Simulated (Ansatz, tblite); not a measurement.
# [VBr4]-: a ladder of methods and basis sets

Aim: run the triplet of [VBr4]- at one geometry on many levels, and compare frontier levels, spin and run time.

Method: as each input shows; program: Ansatz 0.2.0, Gaussian basis.

The runs, in order: GFN1-xTB, GFN2-xTB, PBE-D4/def2-TZVPD, r2SCAN-D4/def2-TZVPD, CAM-B3LYP-D4/def2-TZVPD, B2PLYP/def2-TZVPD, PBE-D4/def2-SVPD, PBE0-D4/def2-SVPD, HF/6-31G, B3LYP-D4/6-31G, MP2/def2-TZVPD, RPA/def2-TZVPD.

2 further runs of the same task are left out: 2 set aside as unsound or not needed. Runs told in other sessions of the task aren't counted.

## (1) The relaxed structure

The triplet was relaxed beforehand with r2SCAN-D4/def2-SVPD.

5 atoms, charge -1, spin multiplicity 3.

Bond lengths: V1–Br2 2.394 Å, V1–Br3 2.394 Å, V1–Br4 2.394 Å, V1–Br5 2.394 Å. Angles: Br2–V1–Br3 109.5°, Br2–V1–Br4 109.5°, Br2–V1–Br5 109.5°, Br3–V1–Br4 109.5°, Br3–V1–Br5 109.5°, Br4–V1–Br5 109.5°.

Formally the metal is d2. No spin-orbit coupling is included. The ion is computed in the gas phase, without counter-ions or solvent.

PBE0-D4/def2-TZVPD was run before; its log isn't repeated, and its numbers join the tables.

## (2) GFN1-xTB

Tight binding, by tblite at 300 K electronic temperature and without a spin-polarisation term:

```python
tblite.interface.Calculator('GFN1-xTB', numbers, positions, charge=-1, uhf=2).singlepoint()
```

Energy -470.9517 eV; 0.007 s.

## (3) GFN2-xTB

Tight binding, by tblite at 300 K electronic temperature and without a spin-polarisation term:

```python
tblite.interface.Calculator('GFN2-xTB', numbers, positions, charge=-1, uhf=2).singlepoint()
```

Energy -510.4884 eV; 0.005 s.

## (4) PBE-D4/def2-TZVPD

start.molden holds the orbitals of an earlier run on this state, given as this run's starting guess.

The input, in.yaml:

```yaml
crystal:
  periodic: [false, false, false]
  atoms:
    - {symbol: V, position_ang: [-0.000006, -0.000005, 0.000006]}
    - {symbol: Br, position_ang: [0.010205, -0.015872, 2.393737]}
    - {symbol: Br, position_ang: [2.253503, 0.010354, -0.807510]}
    - {symbol: Br, position_ang: [-1.136189, 1.957260, -0.780144]}
    - {symbol: Br, position_ang: [-1.127513, -1.951738, -0.806089]}
basis:
  gaussian: {orbitals: def2-TZVPD, initial_orbitals: start.molden}
total_charge: -1
magnetization: {spin_polarized: true, initial_magnetization: 2}
hamiltonian: {xc: pbe, dispersion: d4}
scf: {omitted_lower_state_checks: [starts]}
output: {orbitals: {seedname: orbitals}}
```

The run is started by

```console
$ ansatz run in.yaml --threads 4 --pin off --events-out ev --progress --plain --max-ram 8704MiB
```

After this run come: r2SCAN-D4/def2-TZVPD; CAM-B3LYP-D4/def2-TZVPD; B2PLYP/def2-TZVPD; PBE-D4/def2-SVPD; PBE0-D4/def2-SVPD; HF/6-31G; B3LYP-D4/6-31G; MP2/def2-TZVPD; RPA/def2-TZVPD.

Q: Predict the results of all the runs planned. Wanted: gap in def2-TZVPD, named functionals, smallest and largest; correlation energy, MP2/def2-TZVPD; ⟨S²⟩ in def2-TZVPD, named functionals, smallest and largest; PBE0 total energy, smallest basis above largest.

As calculated:

| quantity | value |
| --- | --- |
| gap in def2-TZVPD, named functionals, smallest and largest | 1.16 eV (PBE-D4), 6.81 eV (CAM-B3LYP-D4) |
| correlation energy, MP2/def2-TZVPD | -39.60 eV |
| ⟨S²⟩ in def2-TZVPD, named functionals, smallest and largest | 2.017, 2.025 |
| PBE0 total energy, smallest basis above largest | 36.95 eV (def2-SVPD, def2-TZVPD) |

**Reading.** Orbital gaps of the named functionals in def2-TZVPD span 1.16 eV (PBE-D4) to 6.81 eV (CAM-B3LYP-D4); exact exchange widens it. Over the named functionals in def2-TZVPD spin contamination reaches 0.02 (r2SCAN-D4), which is small.
